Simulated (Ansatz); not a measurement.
## Molecular dynamics of Zr9N8

Input file:

```yaml
crystal:
  lattice:
    - [0.0, 4.537, 4.537]
    - [4.537, 0.0, 4.537]
    - [4.537, 4.537, 0.0]
  atoms:
    - { symbol: Zr, position: [-0.01909871, 0.00263765, 0.01990926] }
    - { symbol: "N", position: [0.278121, 0.20349949, 0.24067676] }
    - { symbol: Zr, position: [-0.01251137, -0.03098176, 0.52994907] }
    - { symbol: "N", position: [0.24961954, 0.23461348, 0.79743034] }
    - { symbol: Zr, position: [-0.00643027, 0.48947602, 0.04567061] }
    - { symbol: "N", position: [0.26958045, 0.75289183, 0.25827958] }
    - { symbol: Zr, position: [-0.05378365, 0.65156926, 0.44376743] }
    - { symbol: "N", position: [0.21419184, 0.77117885, 0.75891393] }
    - { symbol: Zr, position: [0.4965269, -0.00996061, 0.0202106] }
    - { symbol: "N", position: [0.74073698, 0.25226664, 0.25077137] }
    - { symbol: Zr, position: [0.51016297, -0.0269263, 0.51406083] }
    - { symbol: "N", position: [0.70061798, 0.22795368, 0.78542369] }
    - { symbol: Zr, position: [0.4823999, 0.48531144, 0.04305708] }
    - { symbol: "N", position: [0.74737499, 0.76240241, 0.21698849] }
    - { symbol: Zr, position: [0.50872833, 0.43483859, 0.52179646] }
    - { symbol: "N", position: [0.72480115, 0.72454363, 0.7940758] }
    - { symbol: Zr, position: [0.07714229, 0.25671317, 0.57652936] }
basis:
  ecutwfc: 420.0
kpoints:
  mp_grid: { grid: [3, 3, 3] }
hamiltonian:
  xc: pbesol
  pseudopotentials: { kind: paw, azcp: { folder: soft_1 } }
scf:
  occupations: { method: fermi_dirac, width: 0.05 }
  lower_state_search: "off"
md:
  timestep: 1
  n_steps: 140
  ensemble: nvt_langevin
  temperature: 1260.0
  initial_velocities: maxwell_boltzmann
  seed: 421977
  friction: 0.02
```

Run as:

```bash
$ ansatz run input.yaml --threads 2 --pin off --max-ram 5120MiB --backend cpu --events-out ev --progress --plain --runs-dir out
```

It goes on from the last frame of an earlier run, with new velocities.

Output, in part (step lines):

```
md step     0: t =     0.00 fs  T =  1185.9 K  F+E_penalty+E_count = -40200.46686987 eV  E_kin = 2.605882 eV  (12 SCF iters)
md step     1: t =     1.00 fs  T =  1149.9 K  F+E_penalty+E_count = -40200.51337324 eV  E_kin = 2.526747 eV  (8 SCF iters)
md step     2: t =     2.00 fs  T =  1188.0 K  F+E_penalty+E_count = -40200.55668395 eV  E_kin = 2.610586 eV  (8 SCF iters)
md step     3: t =     3.00 fs  T =  1327.3 K  F+E_penalty+E_count = -40200.58371231 eV  E_kin = 2.916603 eV  (8 SCF iters)
md step     4: t =     4.00 fs  T =  1239.9 K  F+E_penalty+E_count = -40200.60104034 eV  E_kin = 2.724547 eV  (8 SCF iters)
md step     5: t =     5.00 fs  T =  1286.3 K  F+E_penalty+E_count = -40200.61256334 eV  E_kin = 2.826575 eV  (6 SCF iters)
md step     6: t =     6.00 fs  T =  1141.1 K  F+E_penalty+E_count = -40200.60724491 eV  E_kin = 2.507396 eV  (6 SCF iters)
md step     7: t =     7.00 fs  T =  1167.5 K  F+E_penalty+E_count = -40200.58979926 eV  E_kin = 2.565413 eV  (6 SCF iters)
[... lines left out ...]
md step   139: t =   139.00 fs  T =   923.4 K  F+E_penalty+E_count = -40198.72890485 eV  E_kin = 2.029056 eV  (6 SCF iters)
md step   140: t =   140.00 fs  T =  1005.6 K  F+E_penalty+E_count = -40198.74587360 eV  E_kin = 2.209633 eV  (8 SCF iters)
```

The steps, from the saved trajectory:

| time (fs) | T (K) | potential energy less start (eV) |
| --- | --- | --- |
| 0 | 1186 | 0.000 |
| 4 | 1240 | -0.134 |
| 8 | 1107 | -0.095 |
| 12 | 955 | 0.058 |
| 16 | 1053 | 0.178 |
| 20 | 899 | 0.171 |
| 24 | 1052 | -0.118 |
| 28 | 1127 | -0.388 |
| 32 | 1426 | -0.420 |
| 36 | 1596 | -0.372 |
| 40 | 1428 | -0.151 |
| 44 | 1214 | 0.094 |
| 48 | 1200 | 0.152 |
| 52 | 1311 | 0.064 |
| 56 | 1338 | 0.028 |
| 60 | 1386 | 0.053 |
| 64 | 1458 | 0.279 |
| 68 | 1353 | 0.824 |
| 72 | 1111 | 1.606 |
| 76 | 905 | 2.115 |
| 80 | 1118 | 2.039 |
| 84 | 1202 | 1.679 |
| 88 | 1341 | 1.272 |
| 92 | 1516 | 0.830 |
| 96 | 1740 | 0.393 |
| 100 | 1889 | 0.205 |
| 104 | 1570 | 0.304 |
| 108 | 1338 | 0.628 |
| 112 | 1240 | 0.720 |
| 116 | 1312 | 0.578 |
| 120 | 1352 | 0.275 |
| 124 | 1513 | 0.053 |
| 128 | 1453 | 0.231 |
| 132 | 1275 | 0.802 |
| 136 | 952 | 1.478 |
| 140 | 1006 | 1.721 |

The run went to its last step. A run of 0.14 ps of so small a system gives no equilibrium averages. Limits of this set-up: coarse k mesh, PAW files made for another functional, a small cell, in which the defect meets its images.

Mean squared displacements from the first frame to the last, about the centre of mass: Zr 0.07 Å², N 0.06 Å².

Last frame:

```xyz
17
Lattice="0.0000 4.5370 4.5370 4.5370 0.0000 4.5370 4.5370 4.5370 0.0000" Properties=species:S:1:pos:R:3
Zr 0.040 0.184 -0.285
N 2.189 2.130 2.256
Zr 2.217 2.164 -0.251
N 4.742 4.785 2.052
Zr 2.392 -0.041 1.998
N 4.612 2.298 4.467
Zr 4.917 1.966 2.461
N 6.834 4.367 4.356
Zr 0.026 2.280 2.286
N 2.260 4.379 4.284
Zr 2.123 4.745 2.372
N 4.441 6.703 4.356
Zr 2.241 2.242 4.263
N 4.738 4.220 6.663
Zr 4.369 4.563 4.439
N 7.005 6.824 6.368
Zr 3.512 3.308 1.366
```

The run took 22 min on 2 threads of Intel(R) Xeon(R) Platinum 8259CL CPU @ 2.50GHz (Skylake/Cascade Lake), with other jobs on the host, peak memory 0.93 GiB.
